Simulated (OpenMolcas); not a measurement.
# Nb²⁺ among point charges: CASSCF and CASPT2 levels and susceptibility

How does a field of 4 point charges split the states of Nb²⁺, and what χT follows?

Program: OpenMolcas 26.06. Level of theory: state-averaged CASSCF and CASPT2, spin-orbit coupling by RASSI with atomic mean-field integrals. These are calculated values, not measurements, unless marked.

### 1 The atom as given

- Species: Nb²⁺ (niobium, Z = 41, 39 electrons)
- Basis: ANO-RCC-VTZP [7s6p4d2f1g], 68 functions
- Scalar Hamiltonian: DKH2, point nucleus
- Inactive shells: 1s 2s 2p 3s 3p 3d 4s 4p
- Active space: 3 electrons in 5 orbitals (4d)
- Some configurations of this space: 4d3
- Orbitals: optimised for each spin and parity, averaged over all roots

Outer shells as boxes (Hund's rule):

4d3
```
4d [↑ ][↑ ][↑ ][  ][  ]
```

The ion sits among 4 point charges of -0.5 e arranged as a tetrahedron (Td), 2.01 Å from the ion.

The work runs as a chain of OpenMolcas steps in one folder; each step below is one input file. Labels, J, g values, rates, χT and fits are worked out afterwards by a script from the matrices that RASSI stores.

### 2 One- and two-electron integrals

a.inp reads:

```
&GATEWAY
Coord
1

Nb 0.0 0.0 0.0
Basis=ANO-RCC-VTZP
Group=NoSym
NoMove
AngMom=0.0 0.0 0.0
AMFI
XField
4 Angstrom 0
1.160474 1.160474 1.160474 -0.500000
1.160474 -1.160474 -1.160474 -0.500000
-1.160474 1.160474 -1.160474 -0.500000
-1.160474 -1.160474 1.160474 -0.500000
&SEWARD
```

The run is started by

```sh
OMP_NUM_THREADS=1 MOLCAS_MEM=1689 MOLCAS_PROJECT=a pymolcas a.inp > a.log
```

### 3 Reference wave functions, quartets, 10 roots

a.inp reads:

```
&RASSCF
FileOrb=start.orb
Symmetry=1
Spin=4
nActEl=3 0 0
Inactive=18
Ras2=5
CIRoot=10 10 1
SDav=10
CIMx=300
Iter=120 100
PrWF=0.3
OrbListing=Nothing
MaxOrb=0
>>> COPY $Project.JobIph JOB001
```

start.orb holds the contracted functions of the basis, ordered by shell, or the orbitals of the step before.

### 4 Reference wave functions, doublets, 40 roots

a.inp reads:

```
&RASSCF
FileOrb=start.orb
Symmetry=1
Spin=2
nActEl=3 0 0
Inactive=18
Ras2=5
CIRoot=40 40 1
SDav=40
CIMx=300
Iter=120 100
PrWF=0.3
OrbListing=Nothing
MaxOrb=0
>>> COPY $Project.JobIph JOB002
```

### 5 State interaction with spin-orbit coupling

a.inp reads:

```
&RASSI
NrOfJobIphs=2 10 40
1 2 3 4 5 6 7 8 9 10
1 2 3 4 5 6 7 8 9 10 11 12 13 14 15 16 17 18 19 20 21 22 23 24 25 26 27
28 29 30 31 32 33 34 35 36 37 38 39 40
IphNames
JOB001
JOB002
EJob
SpinOrbit
DIPRint=1.0
SOCoupling=1000.0
Subsets=2
Property=9
'ANGMOM' 1 'ANGMOM' 2 'ANGMOM' 3 'MLTPL  1' 1 'MLTPL  1' 2 'MLTPL  1' 3
'AMFI' 1 'AMFI' 2 'AMFI' 3
SOProperty=3
'ANGMOM' 1 'ANGMOM' 2 'ANGMOM' 3
```

### 6 CASPT2: IPEA 0.25, imaginary shift 0.1 (closed shells correlated: 4s 4p)

a.inp reads:

```
>>> COPY JOB001 $Project.JobIph
&CASPT2
Multistate=10 1 2 3 4 5 6 7 8 9 10
NoMult
Frozen=14
IPEA=0.25
Imaginary=0.1
MaxIter=60
WThr=0.0 0.3 0.05
PrWF=0.5
NoMix
>>> COPY JOB002 $Project.JobIph
&CASPT2
Multistate=40 1 2 3 4 5 6 7 8 9 10 11 12 13 14 15 16 17 18 19 20 21 22
23 24 25 26 27 28 29 30 31 32 33 34 35 36 37 38 39 40
NoMult
Frozen=14
IPEA=0.25
Imaginary=0.1
MaxIter=60
WThr=0.0 0.3 0.05
PrWF=0.5
NoMix
```

(Steps that only read results are left out.)

**Question.** What will these runs give? Wanted: spin-free ground state; first state of the same spin within the active space; lowest level; next level.

As calculated:

| quantity | value |
| --- | --- |
| method | SS-CASPT2, IPEA 0.25, imaginary shift 0.1 (closed shells correlated: 4s 4p) |
| spin-free ground state | 4T1, 3-fold in its orbital part |
| first state of the same spin within the active space | 4T2 at 1660 cm⁻¹ |
| lowest level | 4-fold Γ8 |
| next level | 235.8 cm⁻¹ |
| χT at 300 K | 0.64 cm³ K/mol |
| effective moment at 300 K | 2.25 μB |

Cost by method:

| method | time of its own steps | time with the reference |
| --- | --- | --- |
| A. CASSCF | 11 s | 11 s |
| B. SS-CASPT2, IPEA 0.25, imaginary shift 0.1, +4s 4p | 12 s | 23 s |

Times are of one thread on a shared host.

The spin-free ground state (4T1) comes to 100 % from free-ion F terms and keeps the highest spin of the shell. χT at 300 K is 0.64, against 1.88 cm³ K/mol for the spin alone, so spin-orbit coupling lowers it. A ligand-field fit to the states below 45000 cm-1 gives 10Dq = -1951 cm-1, B = 534 cm-1 and C = 2207 cm-1 (C/B = 4.13), with a deviation of 421 cm-1. CASPT2 does not keep the components of a term degenerate, and the means are used. The field of point charges can differ much from that of real complexes. This is an electrostatic model: the charges have no orbitals.
